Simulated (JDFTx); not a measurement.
A run of JDFTx 1.7.0 (patched build) is set up as follows.

Contents of HfB.in:

```
lattice \
    0.0000000000     4.5332499975     4.5332499975 \
    4.5105837474    -0.0226662501     4.5332499975 \
    4.5105837474     4.5332499975    -0.0226662501
coords-type Lattice
ion Hf     0.5000000000     0.5000000000     0.5000000000 1
ion B      0.0000000000     0.0000000000     0.0000000000 1

ion-species pseudo/Hf.upf
ion-species pseudo/B.upf
elec-cutoff 43 344
elec-ex-corr gga-PBE
van-der-waals D3BJ
kpoint-folding 5 5 5
elec-smearing MP1 0.00091873305
elec-n-bands 21
add-U Hf d 0.146997
electronic-SCF nIterations 100 energyDiffThreshold 1e-10
electronic-minimize nIterations 30 energyDiffThreshold 1e-7
forces-output-coords Cartesian
ionic-minimize nIterations 20 energyDiffThreshold 1e-8 knormThreshold 2e-5

dump-name run.$VAR
dump End Ecomponents EigStats BandEigs Kpoints Forces Stress ElecDensity Dtot KEdensity
```

Potentials or basis: Ansatz-NC-SR-PBE with smoothed tails.

Run with:

```console
$ jdftx -c 1 -i HfB.in -o HfB.out
```

**Question.** Predict the Loewdin charges.

**Answer.** Hf +0.61; B -0.58 e.

**Question.** Estimate the band gap on the k mesh.

**Answer.** None (metal or under the smearing width).

Final structure:
```
Hf B
1.0
     0.00000    2.38690    2.38690
     2.39889   -0.01199    2.39889
     2.39889    2.39889   -0.01199
Hf B
1 1
Direct
  0.50000 0.50000 0.50000
  0.00000 0.00000 0.00000
```

Caveat: the k mesh is coarse (spacing up to 0.46 Å⁻¹), so the values aren't converged; the relaxation stopped at its first step, so nothing moved; U without spin polarisation on a metal has little footing; the U is typed as a test and isn't derived for this compound. Spin-orbit coupling is left out, which matters for the levels of Hf.
